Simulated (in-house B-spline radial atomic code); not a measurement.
**Tm³²⁺: excited configurations in jj coupling**

Wanted: excitation energies of Tm³²⁺ as differences of total energies (ΔSCF).

Method: Dirac-Hartree-Fock, average of configuration, Fermi nucleus, basis-set limit. Code: in-house B-spline radial atomic code version 1.

**1. Starting point**

| Quantity | Value |
| --- | --- |
| element | thulium (Z = 69) |
| charge | +32 |
| electrons | 37 |
| configuration | 1s2 2s2 2p6 3s2 3p6 3d10 4s2 4p6 4d-1 |
| Hamiltonian | Dirac-Coulomb |
| nucleus | Fermi, rms radius 5.226 fm |

In configurations, a minus sign after the shell means j = l − 1/2 and a plus sign j = l + 1/2; the count of electrons follows.

Settings of the run:

```ini
Z = 69
electrons = 37.0
configuration = 1s2 2s2 2p6 3s2 3p6 3d10 4s2 4p6 4d-1
hamiltonian = dirac
method = hf
spin_polarised = False
nucleus = fermi
rms_radius = 5.2256
mass_number = 169
atomic_mass = 168.934218956
speed_of_light = 137.035999084
```

This reference run was done before. Its total energy is -13029.184567 hartree, and its levels are (the highest eight at most):

```
orbital  occupation  energy (eV)  <r> (bohr)
  3p1/2           2     -3348.76      0.2076
  3p3/2           4     -3132.23      0.2204
  3d3/2           4     -2769.33      0.1942
  3d5/2           6     -2720.93      0.1983
  4s1/2           2     -1558.66      0.4521
  4p1/2           2     -1462.20      0.4518
  4p3/2           4     -1395.04      0.4719
  4d3/2           1     -1256.27      0.4643
```

**2. Run with 1s2 2s2 2p6 3s2 3p6 3d-3 3d+6 4s2 4p6 4d-1 8f+1**

Settings of the run:

```ini
Z = 69
electrons = 37.0
configuration = 1s2 2s2 2p6 3s2 3p6 3d-3 3d+6 4s2 4p6 4d-1 8f+1
hamiltonian = dirac
method = hf
spin_polarised = False
nucleus = fermi
rms_radius = 5.2256
mass_number = 169
atomic_mass = 168.934218956
speed_of_light = 137.035999084
```

**3. Run with 1s2 2s2 2p6 3s2 3p6 3d10 4s2 4p6 8f+1**

The settings differ from step 2 so:

```diff
@@ -2,3 +2,3 @@
 electrons = 37.0
-configuration = 1s2 2s2 2p6 3s2 3p6 3d-3 3d+6 4s2 4p6 4d-1 8f+1
+configuration = 1s2 2s2 2p6 3s2 3p6 3d10 4s2 4p6 8f+1
 hamiltonian = dirac
```

**4. Run with 1s2 2s2 2p6 3s2 3p6 3d-3 3d+6 4s2 4p6 4d-1 5d+1**

The settings differ from step 3 so:

```diff
@@ -2,3 +2,3 @@
 electrons = 37.0
-configuration = 1s2 2s2 2p6 3s2 3p6 3d10 4s2 4p6 8f+1
+configuration = 1s2 2s2 2p6 3s2 3p6 3d-3 3d+6 4s2 4p6 4d-1 5d+1
 hamiltonian = dirac
```

**5. 1s2 2s2 2p6 3s2 3p6 3d10 4s2 4p6 7s1**

The settings differ from step 4 so:

```diff
@@ -2,3 +2,3 @@
 electrons = 37.0
-configuration = 1s2 2s2 2p6 3s2 3p6 3d-3 3d+6 4s2 4p6 4d-1 5d+1
+configuration = 1s2 2s2 2p6 3s2 3p6 3d10 4s2 4p6 7s1
 hamiltonian = dirac
```

**6. Configuration 1s2 2s2 2p6 3s2 3p6 3d10 4s2 4p6 6d-1**

The settings differ from step 5 so:

```diff
@@ -2,3 +2,3 @@
 electrons = 37.0
-configuration = 1s2 2s2 2p6 3s2 3p6 3d10 4s2 4p6 7s1
+configuration = 1s2 2s2 2p6 3s2 3p6 3d10 4s2 4p6 6d-1
 hamiltonian = dirac
```

**7. 1s2 2s2 2p6 3s2 3p6 3d10 4s2 4p6 4d+1**

The settings differ from step 6 so:

```diff
@@ -2,3 +2,3 @@
 electrons = 37.0
-configuration = 1s2 2s2 2p6 3s2 3p6 3d10 4s2 4p6 6d-1
+configuration = 1s2 2s2 2p6 3s2 3p6 3d10 4s2 4p6 4d+1
 hamiltonian = dirac
```

**Question.** How far above the reference does each configuration lie (order and size, in eV)?

As calculated:

| net move | configuration | energy above the reference (eV) | with Breit, QED, recoil (eV) | largest <r> (bohr) |
| --- | --- | --- | --- | --- |
| 4d3/2 → 4d5/2 | 1s2 2s2 2p6 3s2 3p6 3d10 4s2 4p6 4d+1 | 13.178 | 12.912 | 0.472 |
| 4d3/2 → 6d3/2 | 1s2 2s2 2p6 3s2 3p6 3d10 4s2 4p6 6d-1 | 767.54 | 767.06 | 1.30 |
| 4d3/2 → 7s | 1s2 2s2 2p6 3s2 3p6 3d10 4s2 4p6 7s1 | 864.61 | 864.23 | 1.73 |
| 4d3/2 → 8f7/2 | 1s2 2s2 2p6 3s2 3p6 3d10 4s2 4p6 8f+1 | 1009.27 | 1008.63 | 2.55 |
| 3d3/2 → 5d5/2 | 1s2 2s2 2p6 3s2 3p6 3d-3 3d+6 4s2 4p6 4d-1 5d+1 | 2030.23 | 2027.87 | 0.841 |
| 3d3/2 → 8f7/2 | 1s2 2s2 2p6 3s2 3p6 3d-3 3d+6 4s2 4p6 4d-1 8f+1 | 2514.69 | 2512.15 | 2.54 |

The lowest of them is 4d3/2 → 4d5/2 at 13.178 eV and the highest 3d3/2 → 8f7/2 at 2514.69 eV. Koopmans' estimate of the ionisation threshold is 1256.27 eV; 2 configurations exceed it by over 2 % and could autoionise. Two partly filled shells share a symmetry and can mix in the average, which may lower the energy, for: 3d3/2 → 5d5/2; 3d3/2 → 8f7/2. These are averages over configurations, without correlation, not spectroscopic levels.
